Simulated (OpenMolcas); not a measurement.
# Pt⁶⁺ among point charges: CASSCF and CASPT2 levels and susceptibility

How does a field of 5 point charges split the states of Pt⁶⁺, and what χT follows?

Method: state-averaged CASSCF and CASPT2, spin-orbit coupling by RASSI with atomic mean-field integrals. Code: OpenMolcas 26.06.

## Step 1: Starting point

- Species: Pt⁶⁺ (platinum, Z = 78, 72 electrons)
- Basis: ANO-RCC-VDZP [7s6p4d2f], 59 functions
- Scalar Hamiltonian: DKH2, point nucleus
- Inactive shells: 1s 2s 2p 3s 3p 3d 4s 4p 4d 4f 5s 5p
- Active space: 4 electrons in 5 orbitals (5d)
- Some configurations of this space: 5d4
- Orbitals: optimised for each spin and parity, averaged over all roots

The outer shells:

5d4
```
5d [↑ ][↑ ][↑ ][↑ ][  ]
```

The ion sits among 5 point charges of -1.5 e arranged as a trigonal bipyramid (D3h), 2.22 Å from the ion, with the axial distance 2.664 Å.

The work runs as a chain of OpenMolcas steps in one folder; each step below is one input file. Labels, J, g values, rates, χT and fits are worked out afterwards by a script from the matrices that RASSI stores.

## Step 2: GATEWAY and SEWARD: basis and integrals

a.inp

```
&GATEWAY
Coord
1

Pt 0.0 0.0 0.0
Basis=ANO-RCC-VDZP
Group=NoSym
NoMove
AngMom=0.0 0.0 0.0
AMFI
XField
5 Angstrom 0
2.220000 0.000000 0.000000 -1.500000
-1.110000 1.922576 0.000000 -1.500000
-1.110000 -1.922576 0.000000 -1.500000
0.000000 0.000000 2.664000 -1.500000
0.000000 0.000000 -2.664000 -1.500000
&SEWARD
```

Run with:

```bash
$ OMP_NUM_THREADS=1 MOLCAS_MEM=1689 MOLCAS_PROJECT=a pymolcas a.inp > a.log
```

## Step 3: CASSCF: quintets, 5 roots

a.inp

```
&RASSCF
FileOrb=start.orb
Symmetry=1
Spin=5
nActEl=4 0 0
Inactive=34
Ras2=5
CIRoot=5 5 1
SDav=5
CIMx=300
Iter=120 100
PrWF=0.3
OrbListing=Nothing
MaxOrb=0
>>> COPY $Project.JobIph JOB001
```

start.orb holds the contracted functions of the basis, ordered by shell, or the orbitals of the step before.

## Step 4: CASSCF: triplets, 45 roots

a.inp

```
&RASSCF
FileOrb=start.orb
Symmetry=1
Spin=3
nActEl=4 0 0
Inactive=34
Ras2=5
CIRoot=45 45 1
SDav=45
CIMx=300
Iter=120 100
PrWF=0.3
OrbListing=Nothing
MaxOrb=0
>>> COPY $Project.JobIph JOB002
```

## Step 5: Reference wave functions, singlets, 50 roots

a.inp

```
&RASSCF
FileOrb=start.orb
Symmetry=1
Spin=1
nActEl=4 0 0
Inactive=34
Ras2=5
CIRoot=50 50 1
SDav=50
CIMx=300
Iter=120 100
PrWF=0.3
OrbListing=Nothing
MaxOrb=0
>>> COPY $Project.JobIph JOB003
```

## Step 6: RASSI: spin-orbit coupling between the states

a.inp

```
&RASSI
NrOfJobIphs=3 5 45 50
1 2 3 4 5
1 2 3 4 5 6 7 8 9 10 11 12 13 14 15 16 17 18 19 20 21 22 23 24 25 26 27
28 29 30 31 32 33 34 35 36 37 38 39 40 41 42 43 44 45
1 2 3 4 5 6 7 8 9 10 11 12 13 14 15 16 17 18 19 20 21 22 23 24 25 26 27
28 29 30 31 32 33 34 35 36 37 38 39 40 41 42 43 44 45 46 47 48 49 50
IphNames
JOB001
JOB002
JOB003
EJob
SpinOrbit
DIPRint=1.0
SOCoupling=1000.0
Subsets=2
Property=9
'ANGMOM' 1 'ANGMOM' 2 'ANGMOM' 3 'MLTPL  1' 1 'MLTPL  1' 2 'MLTPL  1' 3
'AMFI' 1 'AMFI' 2 'AMFI' 3
SOProperty=3
'ANGMOM' 1 'ANGMOM' 2 'ANGMOM' 3
```

## Step 7: CASPT2: IPEA 0.25, imaginary shift 0.1 (closed shells correlated: 4f 5s 5p)

a.inp

```
>>> COPY JOB001 $Project.JobIph
&CASPT2
Multistate=5 1 2 3 4 5
NoMult
Frozen=23
IPEA=0.25
Imaginary=0.1
MaxIter=60
WThr=0.0 0.3 0.05
PrWF=0.5
NoMix
>>> COPY JOB002 $Project.JobIph
&CASPT2
Multistate=45 1 2 3 4 5 6 7 8 9 10 11 12 13 14 15 16 17 18 19 20 21 22
23 24 25 26 27 28 29 30 31 32 33 34 35 36 37 38 39 40 41 42 43 44 45
NoMult
Frozen=23
IPEA=0.25
Imaginary=0.1
MaxIter=60
WThr=0.0 0.3 0.05
PrWF=0.5
NoMix
>>> COPY JOB003 $Project.JobIph
&CASPT2
Multistate=50 1 2 3 4 5 6 7 8 9 10 11 12 13 14 15 16 17 18 19 20 21 22
23 24 25 26 27 28 29 30 31 32 33 34 35 36 37 38 39 40 41 42 43 44 45 46
47 48 49 50
NoMult
Frozen=23
IPEA=0.25
Imaginary=0.1
MaxIter=60
WThr=0.0 0.3 0.05
PrWF=0.5
NoMix
```

(Steps that only read results are left out.)

Q: Predict the outcome of this session. Wanted: spin-free ground state; first state of the same spin within the active space; lowest level; next level.

As calculated:

```
                                            quantity                                                                           value
                                              method  SS-CASPT2, IPEA 0.25, imaginary shift 0.1 (closed shells correlated: 4f 5s 5p)
                              spin-free ground state                                                  5E, 2-fold in its orbital part
first state of the same spin within the active space                                                                 5A1 at 973 cm⁻¹
                                        lowest level                                                                       1-fold A1
                                          next level                                                                     7543.5 cm⁻¹
                                         χT at 300 K                                                                  0.03 cm³ K/mol
                           effective moment at 300 K                                                                         0.47 μB
```

Cost by method:

| method | time of its own steps | time with the reference |
| --- | --- | --- |
| A. CASSCF | 24 s | 24 s |
| B. SS-CASPT2, IPEA 0.25, imaginary shift 0.1, +4f 5s 5p | 21 s | 45 s |

Times are of one thread on a shared host.

In words: The spin-free ground state (5E) comes to 100 % from free-ion D terms and keeps the highest spin of the shell. χT at 300 K is 0.03, against 3.01 cm³ K/mol for the spin alone, so spin-orbit coupling lowers it. An active space of the d shell alone favours high spin; real ions in strong fields can be low spin. CASPT2 does not keep the components of a term degenerate, and the means are used. The field of point charges can differ much from that of real complexes. With metal d orbitals alone active, the gaps between spin states are rough; where two lie within a few thousand cm-1, their order is open. Point charges carry no covalency, so the field is a model and not that of real ligands.
